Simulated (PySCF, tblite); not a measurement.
**C₆H₁₀FO radical: geometry, infrared bands and EPR parameters**

Wanted: the infrared bands and EPR parameters of C₆H₁₀FO radical (`CO[C](F)C1CCC1`), by calculation.

The runs use tblite 0.8.0 and PySCF 2.14.0, with density-fitted response routines of our own; the level of theory stands in each step. All values are computed, except where a source is named. Atoms are numbered from 0 throughout.

## 1. The molecule as given

18 atoms, charge 0, multiplicity 2; geometry from: force field or distance geometry start.

Bonds of the start (Å): C0–O1 1.38, O1–C2 1.36, C2–F3 1.37, C2–C4 1.50, C4–C5 1.51, C5–C6 1.52, C6–C7 1.51, C7–C4 1.51, C0–H8 1.12, C0–H9 1.10, C0–H10 1.11, C4–H11 1.11, C5–H12 1.09, C5–H13 1.11, C6–H14 1.11, C6–H15 1.13, C7–H16 1.11, C7–H17 1.11.

## 2. Optimising the geometry with GFN2-xTB

What the job is given:

```
{"job": {"kind": "relax", "xc": "GFN2-xTB", "basis": "xTB"}, "charge": 0, "multiplicity": 2}
C      2.960300     0.012300    -0.034900
O      1.792100    -0.496800     0.484700
C      0.848800    -0.853100    -0.422900
F      1.089200    -0.455800    -1.714500
C     -0.520500    -0.529600     0.107100
C     -1.694200    -0.849500    -0.789900
C     -2.216800     0.550500    -0.538000
C     -0.869100     0.940100     0.028900
H      2.868400     1.129300    -0.039600
H      3.182600    -0.307400    -1.062900
H      3.790300    -0.207700     0.660800
H     -0.659000    -0.905400     1.137000
H     -1.465100    -1.084000    -1.832900
H     -2.427800    -1.577300    -0.397700
H     -2.482200     1.148000    -1.433700
H     -3.052200     0.564800     0.228800
H     -0.251800     1.515500    -0.685200
H     -0.901800     1.412800     1.028500
```

On the command line:

```sh
OMP_NUM_THREADS=1 python probes_run.py task.json out
```

The driver reads the jobs from task.json and runs them one after another.

Output:

```text
step      E/eV     max force
  0    -725.16892    1.934
  1    -725.34104    0.659
  2    -725.39343    0.502
  3    -725.44349    0.405
  4    -725.46058    0.386
  5    -725.47664    0.260
  6    -725.48497    0.245
  7    -725.49252    0.248
  8    -725.49823    0.194
  9    -725.50338    0.143
 10    -725.50762    0.162
 11    -725.51148    0.161
 12    -725.51506    0.135
 13    -725.51837    0.138
 14    -725.52126    0.127
 15    -725.52372    0.126
 16    -725.52590    0.132
 17    -725.52812    0.122
 18    -725.53068    0.099
 19    -725.53355    0.126
 20    -725.53618    0.126
 21    -725.53815    0.101
 22    -725.53959    0.071
 23    -725.54069    0.083
 24    -725.54147    0.065
 25    -725.54196    0.052
 26    -725.54230    0.041
 27    -725.54266    0.048
 28    -725.54306    0.054
 29    -725.54339    0.034
 30    -725.54357    0.031
 31    -725.54369    0.031
 32    -725.54385    0.031
 33    -725.54408    0.044
 34    -725.54435    0.047
 35    -725.54460    0.037
 36    -725.54483    0.037
 37    -725.54515    0.042
 38    -725.54563    0.059
 39    -725.54630    0.076
 40    -725.54700    0.073
 41    -725.54761    0.059
 42    -725.54815    0.053
 43    -725.54862    0.054
 44    -725.54902    0.064
 45    -725.54931    0.031
 46    -725.54950    0.028
 47    -725.54966    0.023
 48    -725.54978    0.029
 49    -725.54991    0.029
 50    -725.55003    0.027
 51    -725.55016    0.027
 52    -725.55026    0.023
 53    -725.55034    0.025
 54    -725.55044    0.025
 55    -725.55059    0.030
 56    -725.55076    0.029
 57    -725.55094    0.033
 58    -725.55112    0.036
 59    -725.55132    0.034
 60    -725.55156    0.037
 61    -725.55182    0.041
 62    -725.55204    0.037
 63    -725.55225    0.047
 64    -725.55247    0.051
 65    -725.55268    0.037
 66    -725.55286    0.030
 67    -725.55304    0.032
 68    -725.55324    0.035
 69    -725.55349    0.041
 70    -725.55381    0.041
 71    -725.55428    0.058
 72    -725.55495    0.074
 73    -725.55599    0.106
 74    -725.55704    0.102
 75    -725.55825    0.085
 76    -725.55910    0.070
 77    -725.56005    0.066
 78    -725.56112    0.088
 79    -725.56307    0.106
 80    -725.56450    0.120
 81    -725.56483    0.104
 82    -725.56582    0.115
 83    -725.56640    0.052
 84    -725.56674    0.040
 85    -725.56729    0.043
 86    -725.56749    0.044
 87    -725.56798    0.046
 88    -725.56828    0.033
 89    -725.56857    0.034
 90    -725.56877    0.033
 91    -725.56892    0.027
 92    -725.56906    0.036
 93    -725.56924    0.040
 94    -725.56951    0.038
 95    -725.56980    0.036
 96    -725.57007    0.026
 97    -725.57022    0.026
 98    -725.57031    0.025
 99    -725.57044    0.024
100    -725.57059    0.029
101    -725.57073    0.069
102    -725.57094    0.036
103    -725.57116    0.021
104    -725.57130    0.031
105    -725.57153    0.038
106    -725.57180    0.035
107    -725.57209    0.037
108    -725.57234    0.044
109    -725.57258    0.046
110    -725.57287    0.039
111    -725.57318    0.041
112    -725.57335    0.042
113    -725.57361    0.046
114    -725.57375    0.035
115    -725.57391    0.023
116    -725.57403    0.020
117    -725.57416    0.023
118    -725.57428    0.024
119    -725.57438    0.027
120    -725.57447    0.027
121    -725.57454    0.027
122    -725.57463    0.028
123    -725.57475    0.026
124    -725.57491    0.030
125    -725.57504    0.025
126    -725.57513    0.016
127    -725.57516    0.010
128    -725.57518    0.008
```

Run time: 0.77 s. Hardware: 1 thread of Arm Neoverse V1, shared host.

Along the way: (not every step is listed)

```tsv
step	energy from step 0 (eV)	largest force (eV/Å)
0	0.0000	1.9342
1	-0.1721	0.6594
2	-0.2245	0.5023
3	-0.2746	0.4053
4	-0.2917	0.3864
5	-0.3077	0.2602
6	-0.3161	0.2452
7	-0.3236	0.2483
8	-0.3293	0.1936
19	-0.3646	0.1263
30	-0.3747	0.0311
41	-0.3787	0.0591
52	-0.3813	0.0227
63	-0.3833	0.0471
74	-0.3881	0.1021
85	-0.3984	0.0434
96	-0.4012	0.0260
107	-0.4032	0.0372
118	-0.4054	0.0244
123	-0.4058	0.0259
124	-0.4060	0.0301
125	-0.4061	0.0255
126	-0.4062	0.0164
127	-0.4062	0.0100
128	-0.4063	0.0081
```

Close pairs (by a distance rule), those that changed most:

```tsv
bond	before (Å)	after (Å)	change (Å)
C4–C7	1.512	1.560	+0.048
C6–H15	1.134	1.088	-0.046
C0–O1	1.376	1.411	+0.034
C4–C5	1.511	1.544	+0.033
C2–C4	1.504	1.474	-0.030
C0–H8	1.121	1.094	-0.027
C6–H14	1.109	1.087	-0.021
C5–C6	1.515	1.535	+0.020
```

The end geometry stands in the next job.

## 3. Infrared spectrum with GFN2-xTB

What the job is given:

```
{"job": {"kind": "ir", "xc": "GFN2-xTB", "basis": "xTB"}, "charge": 0, "multiplicity": 2}
C      3.208286    -0.278879    -0.059171
O      1.904369    -0.341533     0.475341
C      0.878415    -0.411678    -0.414919
F      1.132323     0.194347    -1.617894
C     -0.497029    -0.293437     0.101013
C     -1.634077    -0.824755    -0.798864
C     -2.445671     0.446589    -0.513490
C     -1.190532     1.103650     0.071075
H      3.360955     0.650448    -0.615985
H      3.401046    -1.126088    -0.724866
H      3.885024    -0.316105     0.791629
H     -0.508823    -0.731677     1.098720
H     -1.323343    -0.897390    -1.838820
H     -2.078319    -1.768055    -0.490262
H     -2.880998     0.937502    -1.380747
H     -3.222180     0.289981     0.232388
H     -0.704638     1.780449    -0.627846
H     -1.293566     1.592948     1.036280
```

Output:

```text
mode    cm-1     km/mol
  1      42.1      3.47
  2      62.4      2.78
  3      88.6      0.29
  4     135.9      0.68
  5     182.2      3.24
  6     210.8      2.29
  7     277.9     11.22
  8     374.3      0.13
  9     492.0      0.81
 10     559.3      1.61
 11     666.2      2.68
 12     793.5      7.94
 13     815.6      1.61
 14     851.5      3.04
 15     944.6      7.62
 16     979.3      3.51
 17    1013.6     69.80
 18    1032.0     15.89
 19    1035.6      0.27
 20    1056.6      1.94
 21    1112.4      9.79
 22    1116.9      2.52
 23    1141.8     25.66
 24    1181.3      0.58
 25    1190.6     10.40
 26    1207.2     17.31
 27    1213.7    125.06
 28    1217.7     44.71
 29    1241.5      3.96
 30    1258.4      0.29
 31    1260.3     31.55
 32    1343.3     95.69
 33    1402.5      7.96
 34    1456.4      6.18
 35    1463.2      0.11
 36    1468.8      0.71
 37    1470.2      7.89
 38    1490.3      0.35
 39    2935.6     30.69
 40    2957.2     27.07
 41    2992.4      9.63
 42    3004.3      0.08
 43    3013.6     35.08
 44    3018.5     22.05
 45    3023.1     42.25
 46    3024.0     43.50
 47    3030.2     90.78
 48    3036.3     13.61
```

Wall time 0.54 s (1 thread of Arm Neoverse V1, shared host).

Which atoms move in the most intense modes:

```tsv
cm⁻¹	km/mol	atoms
1014	69.8	C0 28 %, O1 21 %, C2 18 %
1214	125.1	O1 21 %, C2 20 %, H13 11 %
1218	44.7	H11 37 %, C2 25 %
1343	95.7	C2 33 %, C4 30 %, H11 18 %
3014	35.1	H13 42 %, H17 35 %
3023	42.2	H15 34 %, H14 27 %, H13 16 %
3024	43.5	H12 36 %, H16 36 %, H17 18 %
3030	90.8	H16 40 %, H12 21 %, H14 11 %, H15 11 %
```

## 4. g tensor and hyperfine couplings: B3LYP/pcH-1

Same as in step 3 but for these lines:

```diff
@@ -1,2 +1,2 @@
-{"job": {"kind": "ir", "xc": "GFN2-xTB", "basis": "xTB"}, "charge": 0, "multiplicity": 2}
+{"job": {"kind": "epr", "basis": "pcH-1"}, "charge": 0, "multiplicity": 2}
 C      3.208286    -0.278879    -0.059171
```

Method: UKS B3LYP, pcH-1 on C F H O, non-relativistic, mean-field spin-orbit, GIAO.

Output:

```text
UKS, coarse grid
  cycle   1  E = -409.55247136  |g| = 5.40e-01
  cycle   2  E = -409.42449828  |g| = 8.22e-01
  cycle   3  E = -409.65842905  |g| = 7.67e-02
  cycle   4  E = -409.66008305  |g| = 4.45e-02
  cycle   5  E = -409.66086101  |g| = 1.18e-02
  cycle   6  E = -409.66091213  |g| = 4.85e-03
  cycle   7  E = -409.66092086  |g| = 1.50e-03
  cycle   8  E = -409.66092229  |g| = 6.43e-04
UKS, final grid
  cycle   1  E = -409.66088754  |g| = 7.74e-04
  cycle   2  E = -409.66088735  |g| = 1.06e-03
  cycle   3  E = -409.66088778  |g| = 9.19e-05
  cycle   4  E = -409.66088778  |g| = 2.67e-05
E = -409.66088778 Eh   <S^2> = 0.7529 (exact 0.7500)
g shifts (ppm)      1          2          3
  rmc          -236       -236       -236
  gc              6         50         27
  oz_so        -142       1787       2392
  total        -372       1601       2183
hyperfine (MHz)  atom isotope    a_iso     a_fc   dipolar eigenvalues
    0   13C       3.70       3.70     -1.85     -0.84      2.68
    1   17O     -21.19     -21.19    -57.12     26.97     30.16
    2   13C     285.75     285.75    -75.61    -73.80    149.41
    3   19F     269.36     269.36   -199.85   -173.32    373.17
    4   13C       7.32       7.32     -4.19     -2.46      6.65
    5   13C      40.68      40.68     -2.46     -1.95      4.40
    6   13C      -3.09      -3.09     -0.69      0.04      0.65
    7   13C      49.12      49.12     -6.47     -5.92     12.39
    8    1H      10.92      10.92     -3.26     -2.85      6.12
    9    1H      13.08      13.08     -4.39     -3.66      8.05
   10    1H      -1.77      -1.77     -3.05     -2.45      5.50
   11    1H       1.25       1.25     -5.68     -4.64     10.32
   12    1H      -2.43      -2.43     -4.18     -2.52      6.70
   13    1H      -1.48      -1.48     -2.59     -1.94      4.53
   14    1H       0.67       0.67     -1.22     -0.78      2.01
   15    1H       0.04       0.04     -1.26     -0.79      2.06
   16    1H      -4.51      -4.51     -4.79     -0.64      5.43
   17    1H       0.09       0.09     -3.83     -1.07      4.90
```

Wall time 91 s (1 thread of Arm Neoverse V1, shared host); peak memory 0.97 GiB.

Principal g values 2.00195, 2.00392, 2.00450; g(iso) = 2.00346, against 2.00232 for a free electron.

Hyperfine couplings; where a row names several nuclei, a(iso) is their mean (it holds for fast rotation or exchange) and the dipolar term the largest among them:

```tsv
nuclei	isotope	a(iso) (MHz)	a(iso) (G, at g = 2.0023)	largest dipolar term (MHz)
C2	13C	285.8	102.0	149.4
F3	19F	269.4	96.1	373.2
C5, C7	13C	44.9	16.0	12.4
O1	17O	-21.2	-7.6	-57.1
H8, H9, H10	1H	7.4	2.6	8.1
C4	13C	7.3	2.6	6.6
C0	13C	3.7	1.3	2.7
H12, H16	1H	-3.5	-1.2	6.7
C6	13C	-3.1	-1.1	-0.7
H11	1H	1.2	0.4	10.3
H13, H17	1H	-0.7	-0.2	4.9
H14	1H	0.7	0.2	2.0
H15	1H	0.0	0.0	2.1
```

Mulliken spin populations:

C0 -0.01; O1 0.10; C2 0.81; F3 0.05; C4 -0.05; C5 0.02; C6 0.00; C7 0.07; H8 0.00; H9 0.02; H10 0.00; H11 0.00; H12 0.00; H13 0.00; H14 0.00; H15 0.00; H16 0.00; H17 0.00

In first order the couplings over 0.8 MHz of 19F, 1H give 48 distinct lines over 107.0 G, if the averaged nuclei exchange fast.

Orbitals, density, ELF and potential are computed afterwards from the orbital file.

ELF in a plane through or near 6 of the atoms.

Ten even steps from '0' (0.00) to '9' (1.00):
```
0000000000000000000000000000
0000000000000000000000000000
0000000000000000000000000000
0000000000000000110000000000
0000000000000001331000000000
0000000000000024542000000000
0000013400000046454100000000
0000026721100045368431000000
0000147842323247497353100000
0000133243445655252464100000
0000058741311645478542000000
0000299940377526528610000000
0000499930388415634200000000
0000399920377105764200000000
0000025400263002332100000000
0000000000000000000000000000
0000000000000000000000000000
0000000000000000000000000000
0000000000000000000000000000
0000000000000000000000000000
```
The map spans 13.1 Å across and 9.1 Å up, centred on the molecule. Atoms in the plane (x, y in Å): C0 (-3.2, 0.0), C2 (-0.9, -0.4), C5 (1.6, -1.1), C6 (2.5, 0.2), C7 (1.3, 1.1), H9 (-3.5, -1.0).

On the surface of density 0.002 e/bohr³ the electrostatic potential runs, from the 1st to the 99th percentile, from -1.01 V near O1 to 0.84 V near H10.

The spin density lies nearest to C2 61 %; O1 15 %; F3 8 %.

## 5. What came out

```
                                 quantity                  value
strongest single infrared mode (GFN2-xTB)  1214 cm⁻¹, 125 km/mol
             zero-point energy (GFN2-xTB)          92.8 kcal/mol
                           g(iso) (B3LYP)                2.00346
                                     ⟨S²⟩     0.753 (exact 0.75)
       largest a(iso) (averaged by class)   13C on C2, 285.8 MHz
    surface potential, 1st and 99th percentile     -1.01 V and 0.84 V
```

**Reading.** Relaxing lowered the energy by 0.406 eV in 128 steps; the close pair that moved most is C4–C7, from 1.512 to 1.560 Å. No mode is imaginary among the 48: a minimum at this level. The strongest single mode, at 1214 cm⁻¹, is spread over many atoms; the largest shares are those of O1, C2. GFN2-xTB is a fitted tight-binding method: band positions and strengths are rough. Its intensities can rank the bands wrongly. Most of the unpaired spin sits on C2 (0.81 e). The isotropic g lies 1.1 ppt above the free-electron value.
